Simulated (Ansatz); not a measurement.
# C₂H₉InO: basis-set convergence

The task here is to estimate one member of a computed series from the others.

Method: one geometry, several basis sets; program: Ansatz 0.2.0, Gaussian basis.

The runs, in order: PBE0-D4/def2-SVP; ωB97M-V/def2-SVP; PBE0-D4/def2-QZVPP; ωB97M-V/def2-QZVPP; the functionals' def2-TZVPP values are taken from earlier runs.

**Structure used throughout**

An earlier PBE0-D4 in a triple-zeta def2 set relaxation fixed the geometry. In takes the def2 core potential; no spin-orbit term is included.

SMILES `C[O+](C)[InH3-]`, 13 atoms, charge 0, spin multiplicity 1.

Atoms are counted from 1 here; the program's logs count them from 0.

Bond lengths: C1–O2 1.416 Å, C1–H5 1.089 Å, C1–H6 1.095 Å, C1–H7 1.096 Å, O2–C3 1.416 Å, O2–In4 2.389 Å, C3–H8 1.095 Å, C3–H9 1.096 Å, C3–H10 1.089 Å, In4–H11 1.731 Å, In4–H12 1.731 Å, In4–H13 1.737 Å. Angles: O2–C1–H5 107.3°, O2–C1–H6 110.0°, O2–C1–H7 110.8°, H5–C1–H6 109.6°, H5–C1–H7 109.6°, H6–C1–H7 109.5°, C1–O2–C3 112.7°, C1–O2–In4 115.6°, C3–O2–In4 115.7°, O2–C3–H8 110.0°, O2–C3–H9 110.8°, O2–C3–H10 107.3°, H8–C3–H9 109.5°, H8–C3–H10 109.6°, H9–C3–H10 109.6°, O2–In4–H11 94.8°, O2–In4–H12 94.8°, O2–In4–H13 93.9° and more.

The first run:

in.yaml

```yaml
crystal:
  periodic: [false, false, false]
  atoms:
    - {symbol: C, position_ang: [-0.440499, 1.268820, -0.678071]}
    - {symbol: O, position_ang: [-0.312082, 0.233069, 0.278212]}
    - {symbol: C, position_ang: [0.683062, 0.505124, 1.247451]}
    - {symbol: In, position_ang: [-0.325946, -1.990224, -0.597050]}
    - {symbol: H, position_ang: [-1.237225, 0.981617, -1.362615]}
    - {symbol: H, position_ang: [-0.704502, 2.207229, -0.180197]}
    - {symbol: H, position_ang: [0.493085, 1.400920, -1.236107]}
    - {symbol: H, position_ang: [0.440939, 1.428320, 1.783438]}
    - {symbol: H, position_ang: [1.667760, 0.602932, 0.777069]}
    - {symbol: H, position_ang: [0.693489, -0.330730, 1.945348]}
    - {symbol: H, position_ang: [-1.790531, -1.783876, -1.496492]}
    - {symbol: H, position_ang: [-0.338884, -2.757180, 0.954830]}
    - {symbol: H, position_ang: [1.191835, -1.800821, -1.420815]}
basis:
  gaussian: {orbitals: def2-SVP}
hamiltonian: {xc: pbe0, dispersion: d4}
output: {orbitals: {seedname: orbitals}}
```

Steps of the session up to this table: PBE0-D4 in def2-SVP; ωB97M-V in def2-SVP; PBE0-D4 in def2-QZVPP; ωB97M-V in def2-QZVPP.

One table of the session follows, with a row left open; its other results are not shown here.

It belongs to the step «Density functionals: the series». 

| functional | basis | HOMO (eV) | LUMO (eV) |
| --- | --- | --- | --- |
| PBE0-D4 | def2-SVP | -7.35 | -0.20 |
| PBE0-D4 | def2-TZVPP | -7.42 | -0.41 |
| PBE0-D4 | def2-QZVPP | -7.43 | -0.44 |
| ωB97M-V | def2-SVP | ? | ? |
| ωB97M-V | def2-TZVPP | -9.64 | 0.92 |
| ωB97M-V | def2-QZVPP | -9.65 | 0.77 |

Q: Estimate the row for ωB97M-V, def2-SVP from the others.

The run gave: HOMO (eV): -9.51; LUMO (eV): 1.37. In the column «HOMO (eV)» it lies between ωB97M-V, def2-TZVPP (-9.64) and PBE0-D4, def2-QZVPP (-7.43).
